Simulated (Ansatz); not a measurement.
This script drives the Python package of Ansatz (0.2.0).

Input file `ch4ose.xyz`:
```text
7

O    -1.15510    0.41920   -0.78530
C    -0.16240    0.31020    0.11990
Se    1.14810   -0.90770   -0.60350
H    -1.60870   -0.39390   -0.81960
H    -0.54290   -0.07970    1.07240
H     0.31470    1.31690    0.29460
H     2.06760   -0.73310    0.67590
```

`ch4ose_relaxed_scan.py`
```python
"""One bond of CH4OSe held at set lengths while the rest relaxes."""

import ansatz as az
import numpy as np

BASIS_SET = "def2-SVP"
XC = "hf"

geometry = az.Crystal.molecule_from_extxyz("ch4ose.xyz")

job = geometry.calculation().basis(gaussian=BASIS_SET).functional(XC)
symbols = [site.symbol for site in geometry.cartesian_sites]
pairs = [(0, 1), (0, 3), (1, 2), (1, 4), (1, 5), (2, 6)]
print("held (A)   E (eV)        ", "  ".join(f"{symbols[i]}{i}-{symbols[j]}{j}" for i, j in pairs))
for length in [0.86, 0.93, 1.01, 1.12, 1.26]:
    r = job.relax(constraints=[az.DistanceConstraint((0, 3), at=length)], force_tolerance=0.02, max_steps=60).run().report
    xyz = np.array(r["positions_ang"])
    print(f"{length:6.2f} {r['free_energy_ev']:14.5f}  ", "  ".join(f"{np.linalg.norm(xyz[i] - xyz[j]):.3f}" for i, j in pairs))
```

It is started by `python ch4ose_relaxed_scan.py`. Estimate its wall time and peak memory on 1 thread of Arm Neoverse V2, on a shared host.

It took about 2.4 min, with a peak of 0.22 GiB, for 5 runs of the engine.

```console
$ python ch4ose_relaxed_scan.py
held (A)   E (eV)         O0-C1  O0-H3  C1-Se2  C1-H4  C1-H5  Se2-H6
DeckWarning: relax.constraints: the input's atoms, or those drawn, lie off the distances that are held; a relaxation that starts there is brought onto them ahead of its first SCF, by positions alone, an atom by 3.58e-2 Å at the most. With the symmetry detection on, the symmetry is detected on the input's atoms as so [...]
  0.86   -68422.66105   1.375  0.860  1.968  1.090  1.085  1.456
  0.93   -68422.91991   1.375  0.930  1.968  1.090  1.085  1.456
  1.01   -68422.81358   1.376  1.010  1.969  1.090  1.086  1.456
  1.12   -68422.28261   1.375  1.120  1.969  1.090  1.086  1.456
  1.26   -68421.33216   1.375  1.260  1.968  1.090  1.088  1.456
```
(Warnings from the package without file and line, shortened, repeats left out.)

Total energies depend on the basis set; only differences at equal settings carry meaning. The energies are electronic: no zero-point or thermal terms, and the basis set is short of its limit.
